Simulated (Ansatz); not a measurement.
# C2H2ClFSi: one species, many methods

The task here is to estimate one member of a computed series from the others.

Method: functionals in def2-TZVPP, the program's frozen cores in correlated methods; program: Ansatz 0.2.0, Gaussian basis.

Levels to be run: LDA (SPW92), PBE-D4, revPBE-D4, BLYP-D4, r2SCAN-D4, B97M-V, PBE0-D4, B3LYP-D4, r2SCANh-D4, r2SCAN0-D4, HSE06-D4, BHLYP-D4, CAM-B3LYP-D4, LC-ωPBE, ωB97X-V, ωB97M-V, B2PLYP, PBE-QIDH; CCSD(T)/def2-SVP; CCSD(T)/def2-TZVPP; MP2/def2-QZVPP; extrapolation to the limit; RPA on PBE.

## Structure used throughout

All runs share one geometry, relaxed beforehand with PBE0-D4 in a triple-zeta def2 set.

SMILES `FC1=C(Cl)[SiH2]1`, 7 atoms, charge 0, spin multiplicity 1.

Atoms are counted from 1 here; the program's logs count them from 0.

Bond lengths: F1–C2 1.315 Å, C2–C3 1.325 Å, C2–Si5 1.809 Å, C3–Cl4 1.694 Å, C3–Si5 1.826 Å, Si5–H6 1.483 Å, Si5–H7 1.483 Å. Angles: F1–C2–C3 136.4°, F1–C2–Si5 154.3°, C3–C2–Si5 69.3°, C2–C3–Cl4 138.3°, C2–C3–Si5 67.9°, Cl4–C3–Si5 153.8°, C2–Si5–C3 42.8°, C2–Si5–H6 122.1°, C2–Si5–H7 122.1°, C3–Si5–H6 121.8°, C3–Si5–H7 121.8°, H6–Si5–H7 110.8°.

Set-up of the first run:

in.yaml

```yaml
crystal:
  periodic: [false, false, false]
  atoms:
    - {symbol: F, position_ang: [1.107812, -1.313206, 1.514957]}
    - {symbol: C, position_ang: [0.472862, -0.566544, 0.638356]}
    - {symbol: C, position_ang: [-0.516789, -0.735041, -0.226891]}
    - {symbol: Cl, position_ang: [-1.554832, -1.973910, -0.734989]}
    - {symbol: Si, position_ang: [0.136638, 0.969751, -0.254899]}
    - {symbol: H, position_ang: [-0.597892, 2.098344, 0.367536]}
    - {symbol: H, position_ang: [1.013501, 1.452506, -1.349769]}
basis:
  gaussian: {orbitals: def2-TZVPP}
hamiltonian: {xc: lda}
output: {orbitals: {seedname: orbitals}}
```

Command:

```
ansatz run in.yaml --threads 2 --pin off --events-out ev --progress --plain --max-ram 4352MiB
```

Steps of the session up to this table: LDA; PBE-D4 (GGA); revPBE-D4 (GGA); BLYP-D4 (GGA); r2SCAN-D4 (meta-GGA); B97M-V (meta-GGA); B3LYP-D4 (hybrid); r2SCANh-D4 (hybrid); r2SCAN0-D4 (hybrid); HSE06-D4 (hybrid); BHLYP-D4 (hybrid); CAM-B3LYP-D4 (range-separated); LC-ωPBE (range-separated); ωB97X-V (range-separated); ωB97M-V (range-separated); B2PLYP (double hybrid); PBE-QIDH (double hybrid).

One table of the session follows, with a row left open; its other results are not shown here.

It belongs to the step «Orbital energies across the functionals». 

```
  functional  HOMO (eV)  gap (eV)
 LDA (SPW92)      -6.72      4.88
      PBE-D4      -6.56      4.92
   revPBE-D4      -6.50      4.94
     BLYP-D4      -6.38      4.87
   r2SCAN-D4      -6.80      5.40
      B97M-V          ?         ?
     PBE0-D4      -7.75      6.96
    B3LYP-D4      -7.51      6.49
  r2SCANh-D4      -7.24      6.15
  r2SCAN0-D4      -7.91      7.26
    HSE06-D4      -7.36      6.18
    BHLYP-D4      -8.78      8.86
CAM-B3LYP-D4      -9.01      9.24
     LC-ωPBE     -10.36     11.74
     ωB97X-V      -9.99     11.25
     ωB97M-V      -9.86     10.86
```

**Question.** Estimate the row for B97M-V.

**Answer.** HOMO (eV): -6.88; gap (eV): 5.39. In the column «HOMO (eV)» it lies between r2SCANh-D4 (-7.24) and r2SCAN-D4 (-6.80).
